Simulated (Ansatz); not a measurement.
# ScAs6: the cost of one run

Method: DFT PBE, scalar-relativistic, plane waves, PAW, in Ansatz 0.2.0.

## Step 1: The starting structure

The structure is orthorhombic, space group Cmmm (No. 65). The conventional cell has a = 5.117 Å, b = 10.914 Å, c = 3.637 Å, α = 90.00°, β = 90.00°, γ = 90.00°. Sc (site symmetry mmm) is surrounded by 12 As at 2.63 to 3.01 Å. Around As (site symmetry m) lie 4 As at 2.17 to 2.40 Å and 2 Sc at 2.63 Å. Around As (site symmetry 2/m) lie 6 As at 2.38 to 2.56 Å and 2 Sc at 3.01 Å.

Structure file:

```
CELL_PARAMETERS angstrom
2.55855 -5.45686 0.00000
2.55855 5.45686 0.00000
0.00000 0.00000 3.63653
ATOMIC_POSITIONS crystal
Sc 0.50000 0.50000 0.00000
As 0.10192 0.32163 0.50000
As 0.89808 0.67837 0.50000
As 0.32163 0.10192 0.50000
As 0.67837 0.89808 0.50000
As 0.00000 0.50000 0.00000
As 0.50000 0.00000 0.00000
```

A structure generator made this guess: 4-, 6-connected net of one element, guests in its cages (Cmmm, No. 65). Lengths come from tabulated atomic sizes and are only a guess.

## Step 2: Probe: one point on a coarse mesh

input.yaml

```yaml
crystal:
  lattice:
    - [2.55855293, -5.45686268, 0.0]
    - [2.55855293, 5.45686268, 0.0]
    - [0.0, 0.0, 3.63653485]
  atoms:
    - { symbol: Sc, position: [0.5, 0.5, 0.0] }
    - { symbol: As, position: [0.10192005, 0.32163382, 0.5] }
    - { symbol: As, position: [0.89807995, 0.67836618, 0.5] }
    - { symbol: As, position: [0.32163382, 0.10192005, 0.5] }
    - { symbol: As, position: [0.67836618, 0.89807995, 0.5] }
    - { symbol: As, position: [0.0, 0.5, 0.0] }
    - { symbol: As, position: [0.5, 0.0, 0.0] }
basis:
  ecutwfc: 420
kpoints:
  mp_grid: { grid: [4, 4, 6] }
hamiltonian:
  xc: pbe
scf:
  occupations: { method: gaussian, width: 0.1 }
  lower_state_search: "off"
output:
  forces: true
  stress: true
  eigenvalues: true
```

Command:

```bash
$ ansatz run input.yaml --threads 1 --pin off --max-ram 2560MiB --backend cpu --events-out ev --progress --plain --runs-dir out
```

**Question.** How long does this run take on 1 thread of Intel Xeon Platinum 8259CL at 2.50GHz (Skylake/Cascade Lake), shared host, and how much memory does it need?

About 13 s, with a peak of 0.5 GiB.
